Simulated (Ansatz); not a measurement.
# CH₉AlSiSn: one species, many methods

How much do the methods differ for CH₉AlSiSn? The plan is to run it at one geometry with functionals of several rungs and with coupled cluster. The yardstick is the atomisation energy at the CCSD(T) limit.

Computed with Ansatz 0.2.0, Gaussian basis. Level: functionals in def2-TZVPP, the program's frozen cores in correlated methods.

Levels to be run: PBE-D4, r2SCAN-D4, PBE0-D4, B3LYP-D4, ωB97X-V, ωB97M-V, B2PLYP; CCSD(T)/def2-TZVPP; MP2/def2-QZVPP; extrapolation to the limit.

## (1) Structure used throughout

The geometry comes from an earlier relaxation with PBE0-D4 in a triple-zeta def2 set; it is a stationary point, not always the lowest conformer. Sn takes the def2 core potential; no spin-orbit term is included.

13 atoms, charge 0, spin multiplicity 1.

Atoms are counted from 1 here; the program's logs count them from 0.

Bond lengths: Al1–Si2 2.463 Å, Al1–H5 1.598 Å, Al1–H6 1.590 Å, Si2–C3 1.904 Å, Si2–H7 1.494 Å, Si2–H8 1.496 Å, C3–Sn4 2.131 Å, C3–H9 1.091 Å, C3–H10 1.092 Å, Sn4–H11 1.703 Å, Sn4–H12 1.782 Å, Sn4–H13 1.703 Å. Angles: Si2–Al1–H5 113.6°, Si2–Al1–H6 125.1°, H5–Al1–H6 120.2°, Al1–Si2–C3 100.3°, Al1–Si2–H7 119.8°, Al1–Si2–H8 113.4°, C3–Si2–H7 110.0°, C3–Si2–H8 106.1°, H7–Si2–H8 106.4°, Si2–C3–Sn4 105.2°, Si2–C3–H9 114.4°, Si2–C3–H10 110.8°, Sn4–C3–H9 110.4°, Sn4–C3–H10 106.9°, H9–C3–H10 108.8°, C3–Sn4–H11 115.1°, C3–Sn4–H12 103.0°, C3–Sn4–H13 117.4° and more.

## (2) PBE-D4 (GGA)

Contents of in.yaml:

```yaml
crystal:
  periodic: [false, false, false]
  atoms:
    - {symbol: Al, position_ang: [-1.686008, 0.919847, -0.647627]}
    - {symbol: Si, position_ang: [0.337334, 1.410620, 0.668017]}
    - {symbol: C, position_ang: [1.464826, -0.016493, 0.106268]}
    - {symbol: Sn, position_ang: [0.187140, -1.715377, -0.039164]}
    - {symbol: H, position_ang: [-1.417496, 0.819295, -2.219558]}
    - {symbol: H, position_ang: [-3.174725, 0.977320, -0.091509]}
    - {symbol: H, position_ang: [1.039067, 2.716872, 0.489466]}
    - {symbol: H, position_ang: [0.146805, 1.232108, 2.140734]}
    - {symbol: H, position_ang: [2.299059, -0.224241, 0.778481]}
    - {symbol: H, position_ang: [1.858732, 0.171040, -0.895130]}
    - {symbol: H, position_ang: [-0.026613, -2.584573, 1.409582]}
    - {symbol: H, position_ang: [-1.416528, -0.989256, -0.312808]}
    - {symbol: H, position_ang: [0.408807, -2.752065, -1.371951]}
basis:
  gaussian: {orbitals: def2-TZVPP}
hamiltonian: {xc: pbe, dispersion: d4}
output: {forces: true, orbitals: {seedname: orbitals}}
```

Launch:

```bash
> ansatz run in.yaml --threads 4 --pin off --events-out ev --progress --plain --max-ram 10444MiB
```

After this run come: r2SCAN-D4 (meta-GGA); PBE0-D4 (hybrid); B3LYP-D4 (hybrid); ωB97X-V (range-separated); ωB97M-V (range-separated); B2PLYP (double hybrid); CCSD(T) in def2-TZVPP; MP2 in def2-QZVPP.

Before running them: what should the planned runs give, taken together? Wanted: atomisation energy, CCSD(T)/CBS; farthest; mean size of error, hybrid; mean size of error, range-separated; gap, smallest and largest; T1 diagnostic; triples share of the correlation energy.

The runs gave:

| quantity | value |
| --- | --- |
| atomisation energy, CCSD(T)/CBS | 3695.6 kJ/mol |
| functionals within 37.0 kJ/mol (1.0 %) | r2SCAN-D4, ωB97X-V, ωB97M-V |
| farthest | B2PLYP (-95.8 kJ/mol) |
| mean size of error, hybrid | 50.5 kJ/mol |
| mean size of error, range-separated | 18.2 kJ/mol |
| gap, smallest and largest | 3.85 eV (PBE-D4), 9.79 eV (ωB97X-V) |
| T1 diagnostic | 0.0129 |
| triples share of the correlation energy | 3.3 % |

In words: PBE-D4 is off by -55.7 kJ/mol. Double hybrids carry the basis error of their MP2 part in triple zeta, and no dispersion term here, so their miss is partly the set-up's. Misses under about 37.0 kJ/mol are within the doubt on the reference itself, which lacks core-valence correlation, spin-orbit coupling and higher excitations, and its outer-core shells are covered unevenly. All levels share the lack of spin-orbit coupling, which lowers the free heavy atoms and so the true binding. Hartree-Fock recovers 74 % of the binding; the rest is correlation. Orbital gaps span 3.8 to 9.8 eV; exact exchange widens them. Correlated methods include outer-core shells of Sn, which these sets cover unevenly.
